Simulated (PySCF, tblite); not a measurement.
# C₇H₁₇BN₂: geometry, infrared bands and NMR shifts, part 1 of 2

Aim: predict the infrared bands and NMR shifts of C₇H₁₇BN₂ (`C/N=C/[C@H]1C[BH2-][N+](C)(C)C1`).

Computed with tblite 0.8.0 and PySCF 2.14.0, with density-fitted response routines of our own, on a single molecule in the gas phase. Atoms count from 0, in the outputs and in this text.

## 1. The starting structure

27 atoms, charge 0, multiplicity 1; geometry from: force field or distance geometry start.

Bonds of the start (Å): C0–N1 1.44, N1–C2 1.26, C2–C3 1.51, C3–C4 1.52, C4–B5 1.61, B5–N6 1.53, N6–C7 1.42, N6–C8 1.44, N6–C9 1.45, C9–C3 1.51, C0–H10 1.10, C0–H11 1.11, C0–H12 1.10, C2–H13 1.09, C3–H14 1.11, C4–H15 1.09, C4–H16 1.09, B5–H17 1.18, B5–H18 1.17, C7–H19 1.12, C7–H20 1.10, C7–H21 1.13, C8–H22 1.12, C8–H23 1.14, C8–H24 1.09, C9–H25 1.11, C9–H26 1.11.

## 2. Geometry optimisation with GFN2-xTB

What the job is given:

```
{"job": {"kind": "relax", "xc": "GFN2-xTB", "basis": "xTB"}, "charge": 0, "multiplicity": 1}
C      4.022100    -0.665400    -0.666200
N      2.927800    -0.234200     0.160800
C      1.709500    -0.475600    -0.078300
C      0.698600     0.059100     0.904500
C      0.348800     1.442000     0.372600
B     -0.766800     1.006200    -0.705100
N     -1.566400     0.019300     0.140700
C     -2.277400    -0.881200    -0.701500
C     -2.477000     0.729400     1.005400
C     -0.584400    -0.736600     0.898300
H      4.054900    -1.757300    -0.787400
H      4.949500    -0.314100    -0.169200
H      3.971500    -0.211000    -1.665300
H      1.405700    -1.020500    -0.971900
H      1.137800     0.195500     1.919300
H      1.221800     1.875500    -0.116600
H     -0.055600     2.052500     1.185300
H     -0.244400     0.381700    -1.564800
H     -1.414600     1.919800    -1.032200
H     -3.361400    -0.924600    -0.409100
H     -2.283100    -0.575500    -1.757700
H     -1.853800    -1.922500    -0.620300
H     -2.563800     1.803600     0.706500
H     -3.506300     0.268400     0.866200
H     -2.190700     0.598600     2.052500
H     -0.418000    -1.734800     0.436000
H     -0.904300    -0.871700     1.950300
```

Started as:

```
$ OMP_NUM_THREADS=1 python probes_run.py task.json out
```

This one command runs all jobs of the session in turn.

Log:

```text
step      E/eV     max force
  0    -834.95353    2.816
  1    -835.26730    1.448
  2    -835.39113    1.598
  3    -835.47881    0.774
  4    -835.57357    0.826
  5    -835.62769    0.534
  6    -835.65042    0.294
  7    -835.66731    0.207
  8    -835.67499    0.213
  9    -835.68070    0.158
 10    -835.68525    0.159
 11    -835.68954    0.178
 12    -835.69359    0.199
 13    -835.69798    0.148
 14    -835.70291    0.153
 15    -835.70809    0.173
 16    -835.71297    0.200
 17    -835.71713    0.149
 18    -835.72061    0.123
 19    -835.72408    0.147
 20    -835.72812    0.224
 21    -835.73280    0.224
 22    -835.73822    0.155
 23    -835.74474    0.199
 24    -835.75328    0.301
 25    -835.76561    0.445
 26    -835.78350    0.448
 27    -835.80486    0.339
 28    -835.82540    0.298
 29    -835.84709    0.365
 30    -835.82303    0.802
 31    -835.87796    0.468
 32    -835.89024    0.258
 33    -835.91167    0.255
 34    -835.92586    0.371
 35    -835.94481    0.328
 36    -835.96053    0.232
 37    -835.97008    0.273
 38    -835.98399    0.420
 39    -835.99837    0.416
 40    -836.03662    0.365
 41    -836.04562    0.220
 42    -836.05961    0.199
 43    -836.07742    0.429
 44    -836.09462    0.217
 45    -836.10364    0.194
 46    -836.12216    0.253
 47    -836.12936    0.224
 48    -836.14037    0.207
 49    -836.14859    0.142
 50    -836.15285    0.163
 51    -836.15675    0.185
 52    -836.16128    0.179
 53    -836.16558    0.137
 54    -836.16935    0.119
 55    -836.17278    0.108
 56    -836.17588    0.095
 57    -836.17807    0.095
 58    -836.17944    0.088
 59    -836.18073    0.082
 60    -836.18261    0.093
 61    -836.18548    0.128
 62    -836.18933    0.159
 63    -836.19365    0.145
 64    -836.19807    0.130
 65    -836.20237    0.107
 66    -836.20644    0.120
 67    -836.20993    0.111
 68    -836.21274    0.124
 69    -836.21561    0.130
 70    -836.21890    0.175
 71    -836.22284    0.136
 72    -836.22693    0.153
 73    -836.23058    0.138
 74    -836.23489    0.117
 75    -836.24006    0.134
 76    -836.24471    0.142
 77    -836.24918    0.217
 78    -836.25354    0.143
 79    -836.25966    0.141
 80    -836.26396    0.145
 81    -836.26763    0.121
 82    -836.27041    0.112
 83    -836.27253    0.105
 84    -836.27464    0.101
 85    -836.27638    0.068
 86    -836.27753    0.059
 87    -836.27831    0.064
 88    -836.27899    0.054
 89    -836.27969    0.050
 90    -836.28039    0.041
 91    -836.28083    0.037
 92    -836.28129    0.039
 93    -836.28174    0.044
 94    -836.28227    0.044
 95    -836.28285    0.062
 96    -836.28339    0.047
 97    -836.28376    0.036
 98    -836.28403    0.032
 99    -836.28429    0.037
100    -836.28463    0.038
101    -836.28506    0.044
102    -836.28549    0.044
103    -836.28585    0.033
104    -836.28616    0.031
105    -836.28650    0.036
106    -836.28690    0.043
107    -836.28742    0.045
108    -836.28803    0.055
109    -836.28874    0.060
110    -836.28955    0.060
111    -836.29047    0.064
112    -836.29142    0.062
113    -836.29219    0.054
114    -836.29280    0.042
115    -836.29331    0.057
116    -836.29392    0.062
117    -836.29463    0.044
118    -836.29544    0.050
119    -836.29638    0.063
120    -836.29764    0.072
121    -836.29947    0.087
122    -836.30179    0.122
123    -836.30459    0.123
124    -836.30728    0.116
125    -836.30989    0.092
126    -836.31136    0.069
127    -836.31300    0.070
128    -836.31391    0.047
129    -836.31452    0.055
130    -836.31492    0.047
131    -836.31532    0.054
132    -836.31572    0.045
133    -836.31613    0.035
134    -836.31650    0.035
135    -836.31690    0.036
136    -836.31732    0.033
137    -836.31772    0.040
138    -836.31806    0.028
139    -836.31833    0.034
140    -836.31856    0.032
141    -836.31876    0.031
142    -836.31894    0.034
143    -836.31909    0.033
144    -836.31925    0.030
145    -836.31942    0.033
146    -836.31963    0.035
147    -836.31988    0.037
148    -836.32013    0.034
149    -836.32036    0.032
150    -836.32060    0.041
151    -836.32085    0.034
152    -836.32110    0.037
153    -836.32128    0.030
154    -836.32140    0.022
155    -836.32152    0.020
156    -836.32166    0.023
157    -836.32179    0.024
158    -836.32191    0.021
159    -836.32203    0.022
160    -836.32216    0.021
161    -836.32230    0.026
162    -836.32241    0.027
163    -836.32249    0.018
164    -836.32255    0.016
165    -836.32260    0.012
166    -836.32265    0.013
167    -836.32268    0.014
168    -836.32272    0.011
169    -836.32275    0.011
170    -836.32278    0.011
171    -836.32281    0.011
172    -836.32284    0.010
```

Wall time 1.3 s (1 thread of Arm Neoverse V2, shared host).

The steps of the relaxation: (not every step is listed)

| step | energy from step 0 (eV) | largest force (eV/Å) |
| --- | --- | --- |
| 0 | 0.0000 | 2.8160 |
| 1 | -0.3138 | 1.4477 |
| 2 | -0.4376 | 1.5977 |
| 3 | -0.5253 | 0.7738 |
| 4 | -0.6200 | 0.8255 |
| 5 | -0.6742 | 0.5335 |
| 6 | -0.6969 | 0.2942 |
| 7 | -0.7138 | 0.2070 |
| 8 | -0.7215 | 0.2134 |
| 23 | -0.7912 | 0.1991 |
| 38 | -1.0305 | 0.4202 |
| 53 | -1.2120 | 0.1374 |
| 68 | -1.2592 | 0.1242 |
| 83 | -1.3190 | 0.1053 |
| 98 | -1.3305 | 0.0323 |
| 113 | -1.3387 | 0.0545 |
| 128 | -1.3604 | 0.0471 |
| 143 | -1.3656 | 0.0328 |
| 158 | -1.3684 | 0.0208 |
| 167 | -1.3691 | 0.0138 |
| 168 | -1.3692 | 0.0110 |
| 169 | -1.3692 | 0.0112 |
| 170 | -1.3692 | 0.0110 |
| 171 | -1.3693 | 0.0113 |
| 172 | -1.3693 | 0.0100 |

Close pairs (by a distance rule), those that changed most:

| bond | before (Å) | after (Å) | change (Å) |
| --- | --- | --- | --- |
| B5–N6 | 1.526 | 1.648 | +0.122 |
| C8–H23 | 1.136 | 1.094 | -0.042 |
| C7–H21 | 1.127 | 1.087 | -0.040 |
| N6–C7 | 1.423 | 1.458 | +0.034 |
| C8–H22 | 1.118 | 1.088 | -0.030 |
| C7–H19 | 1.124 | 1.094 | -0.030 |
| C3–C4 | 1.522 | 1.549 | +0.026 |
| C4–B5 | 1.611 | 1.637 | +0.026 |

The next job starts from the end point, and lists it.

## 3. Harmonic vibrations with GFN2-xTB

What the job is given:

```
{"job": {"kind": "ir", "xc": "GFN2-xTB", "basis": "xTB"}, "charge": 0, "multiplicity": 1}
C      4.219664    -0.963987     0.231256
N      2.959821    -0.514356     0.732916
C      1.978910    -0.368610    -0.035899
C      0.677463     0.158648     0.457409
C      0.333109     1.497655    -0.240038
B     -1.176192     1.329304    -0.850440
N     -1.693057     0.027620     0.018570
C     -2.770274    -0.701555    -0.639430
C     -2.140700     0.443734     1.344835
C     -0.478718    -0.787950     0.119729
H      4.491797    -1.879112     0.759580
H      4.969564    -0.208253     0.468936
H      4.222660    -1.152452    -0.852241
H      2.028637    -0.582052    -1.116775
H      0.764706     0.285641     1.539524
H      1.063864     1.701792    -1.023887
H      0.434522     2.311752     0.477828
H     -1.179219     0.987111    -1.993168
H     -1.920875     2.231389    -0.636876
H     -3.076184    -1.570978    -0.049995
H     -3.622480    -0.037727    -0.771084
H     -2.443685    -1.030815    -1.623076
H     -3.038347     1.050684     1.246764
H     -2.359656    -0.424765     1.973488
H     -1.372426     1.047070     1.817545
H     -0.296814    -1.234183    -0.860125
H     -0.595983    -1.589183     0.857652
```

Log:

```text
mode    cm-1     km/mol
  1      45.1      4.30
  2      57.6      2.43
  3     126.4      4.39
  4     167.6      0.56
  5     212.8      9.44
  6     217.6      6.95
  7     230.8      0.51
  8     250.4      2.38
  9     293.6      2.31
 10     316.2      1.45
 11     344.7      2.93
 12     395.1      3.12
 13     424.9      1.30
 14     462.5      1.37
 15     476.4      0.99
 16     527.2      1.89
 17     614.9     11.35
 18     647.8     15.43
 19     720.9     11.13
 20     860.9      2.05
 21     893.8     34.17
 22     909.9     16.30
 23     924.3      8.73
 24     928.4      9.02
 25     975.5      4.96
 26    1025.2     15.77
 27    1027.3      1.81
 28    1030.1      9.94
 29    1047.9     18.09
 30    1075.7     19.74
 31    1077.4     71.16
 32    1085.2      4.48
 33    1099.3     16.94
 34    1118.8     47.16
 35    1132.0      8.69
 36    1139.1     41.17
 37    1196.4      6.56
 38    1217.1     15.66
 39    1242.0     22.15
 40    1257.0      2.49
 41    1262.2     66.12
 42    1266.3      5.08
 43    1277.1      1.02
 44    1282.3     12.82
 45    1337.7      5.45
 46    1356.4     19.33
 47    1392.1      6.17
 48    1406.9      1.71
 49    1424.0      2.95
 50    1459.2      0.98
 51    1462.8      1.78
 52    1473.3      1.29
 53    1476.7      3.19
 54    1477.1     14.76
 55    1480.9      6.71
 56    1495.0     16.83
 57    1528.0      0.97
 58    1758.2    100.79
 59    2436.9    235.90
 60    2475.9    251.70
 61    2795.7    107.13
 62    2871.0    100.92
 63    2925.8     40.99
 64    2952.5     10.06
 65    2955.3     12.03
 66    2956.8    100.78
 67    2977.3     16.28
 68    2980.7     24.75
 69    2982.2    111.93
 70    2997.5     35.01
 71    3004.1     61.77
 72    3032.2      3.48
 73    3037.7     30.65
 74    3042.7     16.22
 75    3072.2      8.03
```

It took 1.1 s on 1 thread of Arm Neoverse V2, shared host.

The strongest bands and the atoms that carry them (share of the mass-weighted mode):

| cm⁻¹ | km/mol | atoms |
| --- | --- | --- |
| 1077 | 71.2 | H17 19 %, H19 11 %, H18 11 % |
| 1758 | 100.8 | C2 53 %, N1 44 % |
| 2437 | 235.9 | H17 86 % |
| 2476 | 251.7 | H18 87 % |
| 2796 | 107.1 | H13 93 % |
| 2871 | 100.9 | H12 93 % |
| 2957 | 100.8 | H19 58 %, H23 19 %, H14 12 % |
| 2982 | 111.9 | H25 50 %, H15 22 %, H16 12 % |

## 4. Relaxing the molecule at PBE0-D3(BJ)/def2-SVP

What the job is given:

```
{"job": {"xc": "PBE0", "basis": "def2-SVP", "d3": "d3bj", "grid": 1, "shake": 0.01, "kind": "geom"}, "charge": 0, "multiplicity": 1}
C      4.240070    -0.989540     0.235440
N      2.954140    -0.518880     0.730760
C      1.958710    -0.370930    -0.044550
C      0.710690     0.160910     0.453880
C      0.330300     1.490970    -0.250590
B     -1.180100     1.334120    -0.852830
N     -1.683480     0.025620     0.018810
C     -2.754820    -0.696100    -0.644480
C     -2.142530     0.449140     1.364190
C     -0.481410    -0.790390     0.129750
H      4.482930    -1.882030     0.768410
H      4.975370    -0.207340     0.475640
H      4.194380    -1.142240    -0.861840
H      2.011950    -0.579290    -1.109770
H      0.760260     0.274880     1.539790
H      1.063340     1.715850    -1.016410
H      0.436460     2.322870     0.475770
H     -1.188480     0.992950    -1.987340
H     -1.923020     2.223560    -0.634580
H     -3.101120    -1.564080    -0.045080
H     -3.638870    -0.037110    -0.780720
H     -2.436110    -1.051160    -1.632220
H     -3.031250     1.062250     1.225180
H     -2.364640    -0.421480     1.967400
H     -1.356520     1.035160     1.821090
H     -0.307300    -1.220120    -0.860340
H     -0.599710    -1.606360     0.874470
```

Log:

```text
step   0  E = -410.53082295  max force = 0.047285
step   1  E = -410.54023620  max force = 0.006248
step   2  E = -410.54011871  max force = 0.007594
step   3  E = -410.54061018  max force = 0.002751
step   4  E = -410.54061641  max force = 0.002030
step   5  E = -410.54070662  max force = 0.000594
step   6  E = -410.54072696  max force = 0.000439
step   7  E = -410.54073502  max force = 0.000443
optimisation converged
```

Wall time 3.4 min (1 thread of Arm Neoverse V2, shared host); peak memory 0.99 GiB.

Relaxation path: (the energy doesn't fall at every step)

| step | energy from step 0 (eV) | largest force component (eV/Å) |
| --- | --- | --- |
| 0 | 0.0000 | 2.4315 |
| 1 | -0.2561 | 0.3213 |
| 2 | -0.2530 | 0.3905 |
| 3 | -0.2663 | 0.1415 |
| 4 | -0.2665 | 0.1044 |
| 5 | -0.2689 | 0.0305 |
| 6 | -0.2695 | 0.0226 |
| 7 | -0.2697 | 0.0228 |

Close pairs (by a distance rule), those that changed most:

| bond | before (Å) | after (Å) | change (Å) |
| --- | --- | --- | --- |
| C2–C3 | 1.445 | 1.495 | +0.050 |
| B5–H18 | 1.179 | 1.226 | +0.046 |
| B5–H17 | 1.185 | 1.229 | +0.045 |
| C0–H10 | 1.068 | 1.102 | +0.035 |
| C3–C9 | 1.559 | 1.530 | -0.029 |
| C2–H13 | 1.087 | 1.115 | +0.028 |
| N6–C9 | 1.457 | 1.482 | +0.025 |
| C0–N1 | 1.456 | 1.434 | -0.022 |

The next job starts from the end point, and lists it.

| at the end point | value |
| --- | --- |
| point group (found at 0.08 Å tolerance) | C1 |
| rotational constants (GHz, main isotopes) | 2.999, 0.637, 0.610 |
| dipole moment (D) | 3.89 |

(Continued in part 2 of 2.)
